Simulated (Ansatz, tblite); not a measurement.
**Na20 tetrahedron (Na₂₀+): rung by rung**

Aim: run the doublet of Na20 tetrahedron (Na₂₀+) at one geometry on many levels, and compare frontier levels, spin and run time.

Computed with Ansatz 0.2.0, Gaussian basis. Level: as each input shows.

The runs, in order: GFN1-xTB, GFN2-xTB, PBE/def2-TZVP, r2SCAN/def2-TZVP, LC-ωPBE/def2-TZVP, PBE/def2-SVP, PBE0/def2-SVP, HF/STO-3G, MP2/def2-SVP, RPA/def2-SVP.

2 further runs of the same task are left out: 2 set aside as unsound or not needed.

## 1. The geometry

The geometry is that of the doublet, from an earlier relaxation (PBE/def2-SVP).

20 atoms, charge 1, spin multiplicity 2.

Bond lengths: Na1–Na2 3.573 Å, Na1–Na5 3.564 Å, Na1–Na11 3.574 Å, Na2–Na3 3.589 Å, Na2–Na5 3.889 Å, Na2–Na6 3.604 Å, Na2–Na11 3.579 Å, Na2–Na12 3.730 Å, Na3–Na4 3.572 Å, Na3–Na6 3.727 Å, Na3–Na7 3.581 Å, Na3–Na12 3.606 Å, Na3–Na13 3.883 Å, Na4–Na7 3.576 Å, Na4–Na13 3.566 Å, Na5–Na6 3.607 Å, Na5–Na8 3.594 Å, Na5–Na11 3.560 Å and more. Angles: Na2–Na1–Na5 66.0°, Na2–Na1–Na11 60.1°, Na5–Na1–Na11 59.8°, Na1–Na2–Na3 176.6°, Na1–Na2–Na5 56.9°, Na1–Na2–Na6 114.3°, Na1–Na2–Na11 60.0°, Na1–Na2–Na12 119.4°, Na3–Na2–Na5 119.8°, Na3–Na2–Na6 62.4°, Na3–Na2–Na11 118.3°, Na3–Na2–Na12 59.0°, Na5–Na2–Na6 57.4°, Na5–Na2–Na11 56.8°, Na5–Na2–Na12 90.2°, Na6–Na2–Na11 84.1°, Na6–Na2–Na12 60.0°, Na11–Na2–Na12 59.4° and more.

The ion is computed in the gas phase, without counter-ions or solvent.

PBE0/def2-TZVP was run before; its log isn't repeated, and its numbers join the tables.

## 2. GFN1-xTB

Tight binding, by tblite at 300 K electronic temperature and without a spin-polarisation term:

```python
tblite.interface.Calculator('GFN1-xTB', numbers, positions, charge=1, uhf=1).singlepoint()
```

Energy -152.8824 eV; 0.023 s.

## 3. GFN2-xTB

Tight binding, by tblite at 300 K electronic temperature and without a spin-polarisation term:

```python
tblite.interface.Calculator('GFN2-xTB', numbers, positions, charge=1, uhf=1).singlepoint()
```

Energy -107.3993 eV; 0.07 s.

## 4. PBE/def2-TZVP

start.molden holds the orbitals of an earlier run on this state, given as this run's starting guess.

Input file in.yaml:

```yaml
crystal:
  periodic: [false, false, false]
  atoms:
    - {symbol: Na, position_ang: [-3.740555, -3.839861, -3.839304]}
    - {symbol: Na, position_ang: [-1.274102, -1.261192, -4.022721]}
    - {symbol: Na, position_ang: [1.274670, 1.265983, -4.019074]}
    - {symbol: Na, position_ang: [3.741020, 3.842407, -3.832184]}
    - {symbol: Na, position_ang: [-1.279730, -4.005015, -1.266643]}
    - {symbol: Na, position_ang: [1.196513, -1.386200, -1.401169]}
    - {symbol: Na, position_ang: [3.617011, 1.310084, -1.310544]}
    - {symbol: Na, position_ang: [1.273470, -4.004748, 1.262605]}
    - {symbol: Na, position_ang: [3.613155, -1.323158, 1.311451]}
    - {symbol: Na, position_ang: [3.733068, -3.851912, 3.838308]}
    - {symbol: Na, position_ang: [-3.611793, -1.315304, -1.313406]}
    - {symbol: Na, position_ang: [-1.201454, 1.390777, -1.401170]}
    - {symbol: Na, position_ang: [1.277838, 3.997644, -1.258936]}
    - {symbol: Na, position_ang: [-1.204363, -1.393093, 1.402083]}
    - {symbol: Na, position_ang: [1.199769, 1.381699, 1.403276]}
    - {symbol: Na, position_ang: [1.272752, -1.267605, 4.022862]}
    - {symbol: Na, position_ang: [-3.613736, 1.313723, 1.316868]}
    - {symbol: Na, position_ang: [-1.278296, 3.998543, 1.267753]}
    - {symbol: Na, position_ang: [-1.272325, 1.257893, 4.023348]}
    - {symbol: Na, position_ang: [-3.739712, 3.838834, 3.839896]}
basis:
  gaussian: {orbitals: def2-TZVP, fitting: {mean_field: def2-universal-jkfit}, initial_orbitals: start.molden}
total_charge: 1
magnetization: {spin_polarized: true, initial_magnetization: 1}
hamiltonian: {xc: pbe}
scf: {omitted_lower_state_checks: [starts]}
output: {forces: true, orbitals: {seedname: orbitals}}
```

On the command line:

```console
$ ansatz run in.yaml --threads 2 --pin off --events-out ev --progress --plain --max-ram 22528MiB --backend cuda --devices 0, --max-vram 18GiB
```

The runs that follow: r2SCAN/def2-TZVP; LC-ωPBE/def2-TZVP; PBE/def2-SVP; PBE0/def2-SVP; HF/STO-3G; MP2/def2-SVP; RPA/def2-SVP.

Before running them: what should the planned runs give, taken together? Wanted: gap in def2-TZVP, named functionals, smallest and largest; correlation energy, MP2/def2-SVP; ⟨S²⟩ in def2-TZVP, named functionals, smallest and largest; PBE0 total energy, smallest basis above largest.

As calculated:

| quantity | value |
| --- | --- |
| gap in def2-TZVP, named functionals, smallest and largest | 0.24 eV (PBE), 3.43 eV (LC-ωPBE) |
| correlation energy, MP2/def2-SVP | -7.12 eV |
| ⟨S²⟩ in def2-TZVP, named functionals, smallest and largest | 0.767, 1.201 |
| PBE0 total energy, smallest basis above largest | 32.03 eV (def2-SVP, def2-TZVP) |

What this shows: Over the named functionals in def2-TZVP the gap runs from 0.24 eV (PBE) to 3.43 eV (LC-ωPBE); exact exchange widens it. Over the named functionals in def2-TZVP spin contamination reaches 0.45 (LC-ωPBE), so some levels may describe another state.
